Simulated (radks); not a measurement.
**Mo²⁺ in [Kr] 4d4: an all-electron calculation**

Wanted: eigenvalues, radial structure and energy terms of the molybdenum ion Mo2+.

Program: radks (a radial shooting solver on a logarithmic mesh, Libxc functionals) version 1. Level of theory: scalar-relativistic Kohn-Sham, B86b exchange with PBE correlation, spin-polarised, spherical densities, point nucleus; open shells are filled with parallel spins first. These are calculated values, not measurements, unless marked.

**1. What is computed**

- element: molybdenum (Z = 42)
- charge: +2
- electrons: 40
- configuration: [Kr] 4d4

Outer shells as boxes (Hund's rule):

Mo²⁺
```
[Kr] core
4d [↑ ][↑ ][↑ ][↑ ][  ]
```

**2. The run**

Settings of this run:

```text
Z 42
configuration [Kr] 4d4
relativity scalar-relativistic
functional b86_mgc,pbe
spin polarised
nucleus point
c 137.035999084
```

Q: Predict the outcome of this run.

As calculated:

```
                        quantity                   value
                    total energy     -4048.46815 hartree
exchange-correlation share of it                  3.05 %
                            −T/E                  1.0311
          highest occupied level       4d up, -21.956 eV
    most extended occupied level  4d up, <r> = 1.71 bohr
 radius at density 0.001 e/bohr³               3.57 bohr
    maxima of the radial density                       4
         ionisation energy, NIST     27.1 (semi-emp.) eV
```

The radial density shows 4 maxima for 4 occupied principal shells. −T/E is 1.031: with relativity the kinetic term as defined here no longer equals −E. Minus the highest eigenvalue, 21.956 eV, is 81 % of the tabulated ionisation energy (27.1 eV); the potential of a semilocal functional falls off too fast, so its top eigenvalue is too shallow. Open shells are spherical and high-spin; term and fine-structure splittings are not resolved.
